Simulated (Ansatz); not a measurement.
# SiAsH3 (singlet): the correlation ladder, cc-pVTZ

The task here is to estimate one member of a computed series from the others.

Method: cc-pVTZ, core rule «outside noble gas», up to 19 orbitals frozen; program: Ansatz 0.2.0, Gaussian basis.

The runs, in order: UHF; CCSD(T) on RHF; BCCD(T) on RHF; CCSDT(Q) on RHF; CASSCF and NEVPT2, 12 electrons in 11 orbitals.

3 further runs of the same task are left out: 3 set aside as unsound or not needed.

## The geometry

The geometry is a PBE0/def2-TZVP stationary point (not a proven minimum). No spin-orbit coupling is included. The filled d shell of As may be among the frozen orbitals whatever the setting's name suggests; the logs give the count.

5 atoms, charge 0, spin multiplicity 1.

Atoms are counted from 1 here; the program's logs count them from 0.

Bond lengths: Si1–As2 2.171 Å, Si1–H3 1.704 Å, Si1–H4 1.493 Å, Si1–H5 1.493 Å, As2–H3 1.707 Å. Angles: As2–Si1–H3 50.5°, As2–Si1–H4 126.6°, As2–Si1–H5 126.6°, H3–Si1–H4 108.5°, H3–Si1–H5 108.5°, H4–Si1–H5 106.0°, Si1–As2–H3 50.4°, Si1–H3–As2 79.1°.

Set-up of the first run:

Input file in.yaml:

```yaml
crystal:
  periodic: [false, false, false]
  atoms:
    - {symbol: Si, position_ang: [-0.041835, 0.000000, 1.526862]}
    - {symbol: As, position_ang: [-0.003359, 0.000000, -0.643757]}
    - {symbol: H, position_ang: [1.292447, 0.000000, 0.467020]}
    - {symbol: H, position_ang: [0.061472, 1.192704, 2.419746]}
    - {symbol: H, position_ang: [0.061472, -1.192704, 2.419746]}
basis:
  gaussian: {orbitals: cc-pVTZ}
magnetization: {spin_polarized: true, initial_magnetization: 0}
hamiltonian: {xc: hf}
output: {orbitals: {seedname: orbitals}}
```

Started as:

```console
$ ansatz run in.yaml --threads 1 --pin off --events-out ev --progress --plain --max-ram 4096MiB --backend cpu
```

Among the steps run: UHF; CCSD(T) on RHF; BCCD(T) on RHF; CCSDT(Q) on RHF; CASSCF and NEVPT2, 12 electrons in 11 orbitals.

One table of the session follows, with a row left open; its other results are not shown here.

```
        method  from RCCSDT(Q) (kcal/mol)
           RHF                          ?
          RMP2                     +31.45
         RCCSD                      +9.56
      RCCSD(T)                      +1.29
       BCCD(T)                      +1.24
        RCCSDT                      +0.50
     RCCSDT(Q)                          0
CASSCF valence                    +138.52
NEVPT2 valence                     +31.37
```

**Question.** Estimate the row for RHF.

**Answer.** from RCCSDT(Q) (kcal/mol): +190.87. In the column «from RCCSDT(Q) (kcal/mol)» it is the highest.

With the free atoms at the same levels and basis (separate runs), the atomisation energy is 11.088 eV at RCCSDT(Q), 11.071 eV at RCCSD(T), 7.349 eV at RHF.
